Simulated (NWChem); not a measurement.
# HF/SBKJC-VDZ (core potential) run of SnH4 (SMILES [SnH4])

What is the vertical ionisation energy of SnH4 at HF/SBKJC-VDZ (core potential)? 

Program for the calculation: NWChem 7.3.0.

2 further runs of the same task are left out: 1 that didn't finish, 1 set aside as unsound or not needed.

## (1) Starting point

The species is SnH4 (5 atoms), meant as a singlet with charge 0. SMILES: `[SnH4]`. Geometry: relaxed at PBE0-D4/def2-TZVP.

Bond lengths: Sn1–H2 1.704 Å, Sn1–H3 1.704 Å, Sn1–H4 1.704 Å, Sn1–H5 1.704 Å. Angles: H2–Sn1–H3 109.5°, H2–Sn1–H4 109.5°, H2–Sn1–H5 109.5°, H3–Sn1–H4 109.5°, H3–Sn1–H5 109.5°, H4–Sn1–H5 109.5°.

## (2) The energy at HF/SBKJC-VDZ (core potential)

h4sn.nw reads:

```
start h4sn
title "H4Sn"
memory total 2200 mb
geometry noautosym nocenter noautoz
   Sn       0.000030       0.000010       0.000040
   H        0.823920      -0.853480       1.222940
   H       -1.563610       0.403420       0.543140
   H       -0.116810      -0.974610      -1.392490
   H        0.856470       1.424640      -0.373640
end
basis spherical bse
   Sn library SBKJC-VDZ
   H library SBKJC-VDZ
end
ecp bse
   Sn library SBKJC-VDZ
end
scf
   nopen 0
   rhf
   thresh 1e-08
   maxiter 80
   print low
end
task scf
```

The run is started by

```console
$ nwchem h4sn.nw > h4sn.out
```

Output (excerpt; [...] marks lines left out):

```text
[...]
  functions       =    16
[...]
  wavefunction    = RHF
[...]
         Total SCF energy =     -5.536396324241
      One-electron energy =    -19.243576339475
      Two-electron energy =      7.596372445906
 Nuclear repulsion energy =      6.110807569329
        Time for solution =      0.0s
 Task  times  cpu:        0.1s     wall:        0.1s
[...]
```

Run time: 0.64 s. Hardware: 1 thread of Intel Xeon 6975P-C (Granite Rapids), shared host; peak memory 0.099 GiB.

## (3) The doublet cation

h4sn.xyz reads:

```xyz
5
H4Sn hf
Sn     0.000030     0.000010     0.000040
H      0.823920    -0.853480     1.222940
H     -1.563610     0.403420     0.543140
H     -0.116810    -0.974610    -1.392490
H      0.856470     1.424640    -0.373640
```

h4sn.nw reads:

```
start h4sn
title "H4Sn hf"
memory total 2200 mb
charge 1
geometry noautosym nocenter noautoz
 load h4sn.xyz
end
basis spherical bse
 * library SBKJC-VDZ
end
ecp bse
 Sn library SBKJC-VDZ
end
scf
 doublet
 uhf
 thresh 1e-08
 maxiter 80
 noprint "final vectors analysis"
end
task scf
```

The run is started by

```console
$ nwchem h4sn.nw > h4sn.out
```

Output (excerpt; [...] marks lines left out):

```text
[...]
  functions       =    16
[...]
  wavefunction    = UHF
[...]
         Total SCF energy =     -5.127071416122
      One electron energy =    -17.011763382192
      Two electron energy =      5.773884396741
 Nuclear repulsion energy =      6.110807569329
                       Sz =      0.5000
                 Sz(Sz+1) =      0.7500
                      S^2 =      0.7624
[...]
```

It took 1.1 s on 1 thread of Intel Xeon 6975P-C (Granite Rapids), shared host; peak memory 0.099 GiB.

## (4) What came out

At HF/SBKJC-VDZ (core potential):

| quantity | value |
| --- | --- |
| singlet SnH4: total energy | -5.53640 Eh |
| doublet cation: total energy | -5.12707 Eh |
| doublet cation: ⟨S²⟩ | 0.762 |
| vertical ionisation energy (to the doublet cation) | 11.138 eV |

What this shows: Removing an electron at fixed nuclei costs 11.14 eV (257 kcal/mol).
